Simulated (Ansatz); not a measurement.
**CH5BGe (SMILES [BH]1[CH2][GeH2]1): single points off equilibrium**

A test off equilibrium: a structure displaced at random from a GFN2-xTB minimum is computed at several levels, and each is set against CCSD(T).

Method: single points in def2-TZVPP; program: Ansatz 0.2.0, Gaussian basis.

Cores are frozen in the correlated methods. Filled d shells of the heavier atoms are correlated.

## Step 1: The starting structure

8 atoms, charge 0, spin multiplicity 1.

Atoms are counted from 1 here; the program's logs count them from 0.

Bond lengths: B1–C2 1.431 Å, B1–Ge3 2.093 Å, B1–H4 1.106 Å, C2–H5 1.111 Å, C2–H6 1.088 Å, Ge3–H7 1.527 Å, Ge3–H8 1.501 Å. Angles: C2–B1–Ge3 96.0°, C2–B1–H4 140.3°, Ge3–B1–H4 121.0°, B1–C2–H5 123.3°, B1–C2–H6 126.4°, H5–C2–H6 110.0°, B1–Ge3–H7 112.5°, B1–Ge3–H8 117.4°, H7–Ge3–H8 97.5°.

Coordinates:

```mol
CH5BGe
  3D, bonds by distance, orders not assigned

  8  7  0  0  0  0  0  0  0  0999 V2000
   -0.9631    0.3996   -0.3157 B   0  0
    0.0678    1.1664    0.3145 C   0  0
    0.2267   -1.2718   -0.7277 Ge  0  0
   -2.0658    0.3422   -0.3735 H   0  0
   -0.0895    1.7489    1.2474 H   0  0
    1.1205    1.1841    0.0384 H   0  0
   -0.0597   -2.4392    0.2143 H   0  0
    1.6979   -1.1567   -0.4555 H   0  0
  1  2  8  0
  1  3  8  0
  1  4  8  0
  2  5  8  0
  2  6  8  0
  3  7  8  0
  3  8  8  0
M  END
```

## Step 2: CCSD(T)/def2-TZVPP

The input, run/in.yaml:

```yaml
crystal:
  periodic: [false, false, false]
  atoms:
    - {symbol: B, position_ang: [-0.963100, 0.399600, -0.315700]}
    - {symbol: C, position_ang: [0.067800, 1.166400, 0.314500]}
    - {symbol: Ge, position_ang: [0.226700, -1.271800, -0.727700]}
    - {symbol: H, position_ang: [-2.065800, 0.342200, -0.373500]}
    - {symbol: H, position_ang: [-0.089500, 1.748900, 1.247400]}
    - {symbol: H, position_ang: [1.120500, 1.184100, 0.038400]}
    - {symbol: H, position_ang: [-0.059700, -2.439200, 0.214300]}
    - {symbol: H, position_ang: [1.697900, -1.156700, -0.455500]}
basis:
  gaussian: {orbitals: def2-TZVPP}
correlation: {method: ccsd_t}
output: {forces: true}
```

The command line of these runs was not kept.

## Step 3: PBE0-D4/def2-TZVPP

run/in.yaml, as its differences from that of step 2:

```diff
@@ -13,3 +13,3 @@
   gaussian: {orbitals: def2-TZVPP}
-correlation: {method: ccsd_t}
-output: {forces: true}
+hamiltonian: {xc: pbe0, dispersion: d4}
+output: {forces: true, orbitals: {seedname: orbitals}}
```

## Step 4: wB97M-V/def2-TZVPP

run/in.yaml, as its differences from that of step 3:

```diff
@@ -13,3 +13,3 @@
   gaussian: {orbitals: def2-TZVPP}
-hamiltonian: {xc: pbe0, dispersion: d4}
-output: {forces: true, orbitals: {seedname: orbitals}}
+hamiltonian: {xc: {name: wB97M-V}}
+output: {forces: true}
```

## Step 5: r2SCAN-D4/def2-TZVPP

run/in.yaml, as its differences from that of step 4:

```diff
@@ -13,3 +13,3 @@
   gaussian: {orbitals: def2-TZVPP}
-hamiltonian: {xc: {name: wB97M-V}}
+hamiltonian: {xc: r2scan, dispersion: d4}
 output: {forces: true}
```

## Step 6: PBE-D4/def2-TZVPP

run/in.yaml, as its differences from that of step 5:

```diff
@@ -13,3 +13,3 @@
   gaussian: {orbitals: def2-TZVPP}
-hamiltonian: {xc: r2scan, dispersion: d4}
+hamiltonian: {xc: pbe, dispersion: d4}
 output: {forces: true}
```

## Step 7: BLYP-D4/def2-TZVPP

run/in.yaml, as its differences from that of step 6:

```diff
@@ -13,3 +13,3 @@
   gaussian: {orbitals: def2-TZVPP}
-hamiltonian: {xc: pbe, dispersion: d4}
+hamiltonian: {xc: {name: BLYP}, dispersion: d4}
 output: {forces: true}
```

## Step 8: r2SCANh-D4/def2-TZVPP

run/in.yaml, as its differences from that of step 7:

```diff
@@ -13,3 +13,3 @@
   gaussian: {orbitals: def2-TZVPP}
-hamiltonian: {xc: {name: BLYP}, dispersion: d4}
+hamiltonian: {xc: {name: r2SCANh}, dispersion: d4}
 output: {forces: true}
```

(Steps that only read results are left out.)

What does the calculation give? Wanted: energy less free atoms, CCSD(T)/def2-TZVPP; RMS force component; RMS force error; HOMO and LUMO, PBE0-D4; T1 diagnostic.

The runs gave:

| quantity | value |
| --- | --- |
| energy less free atoms, CCSD(T)/def2-TZVPP | -2478.8 kJ/mol |
| RMS force component | 0.789 to 0.858 eV/Å over the methods |
| RMS force error | PBE0-D4 0.201, wB97M-V 0.247, r2SCAN-D4 0.185, PBE-D4 0.228, BLYP-D4 0.229, r2SCANh-D4 0.191 eV/Å |
| HOMO and LUMO, PBE0-D4 | -6.87 and -2.75 eV |
| T1 diagnostic | 0.014 |

Against CCSD(T) the functionals' energies less atoms differ by -103.5 to -46.1 kJ/mol, PBE-D4 by -103.5 kJ/mol. A larger basis would deepen the CCSD(T) value, while the functionals are nearly converged already, so the order here is not reliable. On forces the order runs from r2SCAN-D4 to wB97M-V. Frozen-core CCSD(T) forces in triple zeta carry basis errors of their own, and this is one geometry, so small gaps rank nothing. The restricted Hartree–Fock reference is unstable towards an unrestricted one at one or more of these structures.
